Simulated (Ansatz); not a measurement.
# ClH5OSSi2: up Jacob's ladder to CCSD(T)

The task here is to estimate one member of a computed series from the others.

The runs use Ansatz 0.2.0, Gaussian basis; functionals in def2-TZVPP, the program's frozen cores in correlated methods.

The runs, in order: PBE-D4, r2SCAN-D4, PBE0-D4, B3LYP-D4, ωB97X-V, ωB97M-V, B2PLYP; CCSD(T)/def2-TZVPP; MP2/def2-QZVPP; extrapolation to the limit.

### The relaxed structure

The geometry comes from an earlier relaxation with PBE0-D4 in a triple-zeta def2 set; it is a stationary point, not always the lowest conformer.

SMILES `O[SiH2]S[SiH2]Cl`, 10 atoms, charge 0, spin multiplicity 1.

Atoms are counted from 1 here; the program's logs count them from 0.

Bond lengths: O1–Si2 1.638 Å, O1–H6 0.959 Å, Si2–S3 2.145 Å, Si2–H7 1.483 Å, Si2–H8 1.478 Å, S3–Si4 2.121 Å, Si4–Cl5 2.059 Å, Si4–H9 1.478 Å, Si4–H10 1.479 Å. Angles: Si2–O1–H6 118.4°, O1–Si2–S3 112.0°, O1–Si2–H7 113.6°, O1–Si2–H8 105.1°, S3–Si2–H7 103.8°, S3–Si2–H8 111.1°, H7–Si2–H8 111.4°, Si2–S3–Si4 97.5°, S3–Si4–Cl5 111.6°, S3–Si4–H9 107.6°, S3–Si4–H10 110.9°, Cl5–Si4–H9 107.2°, Cl5–Si4–H10 107.3°, H9–Si4–H10 112.2°.

Set-up of the first run:

Contents of in.yaml:

```yaml
crystal:
  periodic: [false, false, false]
  atoms:
    - {symbol: O, position_ang: [-0.677576, -1.378083, 1.048997]}
    - {symbol: Si, position_ang: [0.325259, -1.495098, -0.240576]}
    - {symbol: S, position_ang: [0.089799, 0.152571, -1.593085]}
    - {symbol: Si, position_ang: [0.156419, 1.706764, -0.151387]}
    - {symbol: Cl, position_ang: [-1.686385, 2.020564, 0.711075]}
    - {symbol: H, position_ang: [-1.590784, -1.126531, 0.896330]}
    - {symbol: H, position_ang: [0.067722, -2.686160, -1.086092]}
    - {symbol: H, position_ang: [1.687116, -1.523572, 0.332729]}
    - {symbol: H, position_ang: [0.526320, 2.952232, -0.855179]}
    - {symbol: H, position_ang: [1.102110, 1.377291, 0.937187]}
basis:
  gaussian: {orbitals: def2-TZVPP}
hamiltonian: {xc: pbe, dispersion: d4}
output: {forces: true, orbitals: {seedname: orbitals}}
```

Started as:

```console
ansatz run in.yaml --threads 2 --pin off --events-out ev --progress --plain --max-ram 22528MiB --backend cpu
```

Among the steps run: PBE-D4 (GGA); r2SCAN-D4 (meta-GGA); PBE0-D4 (hybrid); B3LYP-D4 (hybrid); ωB97X-V (range-separated); ωB97M-V (range-separated); B2PLYP (double hybrid); CCSD(T) in def2-TZVPP; MP2 in def2-QZVPP.

One table of the session follows, with a row left open; its other results are not shown here.

```
            method  atomisation energy (kJ/mol)
            PBE-D4                       3306.2
         r2SCAN-D4                       3315.9
           PBE0-D4                       3271.1
          B3LYP-D4                       3276.9
           ωB97X-V                       3331.5
           ωB97M-V                       3323.8
            B2PLYP                       3241.5
     HF/def2-TZVPP                       2421.5
    MP2/def2-TZVPP                       3265.6
   CCSD/def2-TZVPP                       3157.2
CCSD(T)/def2-TZVPP                       3207.2
           MP2/CBS                       3378.3
       CCSD(T)/CBS                            ?
```

**Question.** Estimate the row for CCSD(T)/CBS.

**Answer.** atomisation energy (kJ/mol): 3319.9. In the column «atomisation energy (kJ/mol)» it lies between r2SCAN-D4 (3315.9) and ωB97M-V (3323.8).
